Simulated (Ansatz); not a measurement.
**HSe2O− (SMILES [Se-]O[SeH]): single points off equilibrium**

How do the functionals fare away from a minimum? The structure is a structure displaced at random from a GFN2-xTB minimum.

The runs use Ansatz 0.2.0, Gaussian basis; single points in def2-TZVPPD.

Cores are frozen in the correlated methods. Filled d shells of the heavier atoms are correlated.

**1. The system as given**

SMILES `[Se-]O[SeH]`, 4 atoms, charge -1, spin multiplicity 1.

Atoms are counted from 1 here; the program's logs count them from 0.

Bond lengths: Se1–O2 2.025 Å, O2–Se3 1.828 Å, Se3–H4 1.468 Å. Angles: Se1–O2–Se3 123.6°, O2–Se3–H4 98.7°.

Geometry (Å):

```xyz
4
charge -1, multiplicity 1
Se   -2.08410   -0.08200    0.71160
O    -0.08320    0.17400    0.88980
Se    1.13400   -0.53790   -0.27280
H     1.04770    0.47430   -1.33300
```

**2. CCSD(T)/def2-TZVPPD**

run/in.yaml reads:

```yaml
crystal:
  periodic: [false, false, false]
  atoms:
    - {symbol: Se, position_ang: [-2.084100, -0.082000, 0.711600]}
    - {symbol: O, position_ang: [-0.083200, 0.174000, 0.889800]}
    - {symbol: Se, position_ang: [1.134000, -0.537900, -0.272800]}
    - {symbol: H, position_ang: [1.047700, 0.474300, -1.333000]}
basis:
  gaussian: {orbitals: "def2-TZVPPD.json"}
total_charge: -1
correlation: {method: ccsd_t}
output: {forces: true}
```

The basis file named in the input lies beside it (Basis Set Exchange, JSON).

No record of the launch command was kept for these runs.

**3. PBE0-D4/def2-TZVPPD**

run/in.yaml, as its differences from that of step 2:

```diff
@@ -10,3 +10,3 @@
 total_charge: -1
-correlation: {method: ccsd_t}
-output: {forces: true}
+hamiltonian: {xc: pbe0, dispersion: d4}
+output: {forces: true, orbitals: {seedname: orbitals}}
```

**4. wB97M-V/def2-TZVPPD**

run/in.yaml, as its differences from that of step 3:

```diff
@@ -10,3 +10,3 @@
 total_charge: -1
-hamiltonian: {xc: pbe0, dispersion: d4}
-output: {forces: true, orbitals: {seedname: orbitals}}
+hamiltonian: {xc: {name: wB97M-V}}
+output: {forces: true}
```

**5. r2SCAN-D4/def2-TZVPPD**

run/in.yaml, as its differences from that of step 4:

```diff
@@ -10,3 +10,3 @@
 total_charge: -1
-hamiltonian: {xc: {name: wB97M-V}}
+hamiltonian: {xc: r2scan, dispersion: d4}
 output: {forces: true}
```

**6. PBE-D4/def2-TZVPPD**

run/in.yaml, as its differences from that of step 5:

```diff
@@ -10,3 +10,3 @@
 total_charge: -1
-hamiltonian: {xc: r2scan, dispersion: d4}
+hamiltonian: {xc: pbe, dispersion: d4}
 output: {forces: true}
```

**7. r2SCAN0-D4/def2-TZVPPD**

run/in.yaml, as its differences from that of step 6:

```diff
@@ -10,3 +10,3 @@
 total_charge: -1
-hamiltonian: {xc: pbe, dispersion: d4}
+hamiltonian: {xc: {name: r2SCAN0}, dispersion: d4}
 output: {forces: true}
```

**8. SPW92/def2-TZVPPD**

run/in.yaml, as its differences from that of step 7:

```diff
@@ -10,3 +10,3 @@
 total_charge: -1
-hamiltonian: {xc: {name: r2SCAN0}, dispersion: d4}
+hamiltonian: {xc: lda}
 output: {forces: true}
```

(Steps that only read results are left out.)

Before running it: what results should come out? Wanted: RMS force component; RMS force error; HOMO and LUMO, PBE0-D4; T1 diagnostic.

**Answer**, as computed:

```
              quantity                                                                                            value
   RMS force component                                                             0.499 to 0.743 eV/Å over the methods
       RMS force error  PBE0-D4 0.150, wB97M-V 0.164, r2SCAN-D4 0.113, PBE-D4 0.309, r2SCAN0-D4 0.229, SPW92 0.241 eV/Å
HOMO and LUMO, PBE0-D4                                                                                -0.61 and 2.24 eV
         T1 diagnostic                                                                                            0.017
```

For forces r2SCAN-D4 does best and PBE-D4 worst. Frozen-core CCSD(T) forces in triple zeta carry basis errors of their own, and this is one geometry, so small gaps rank nothing.
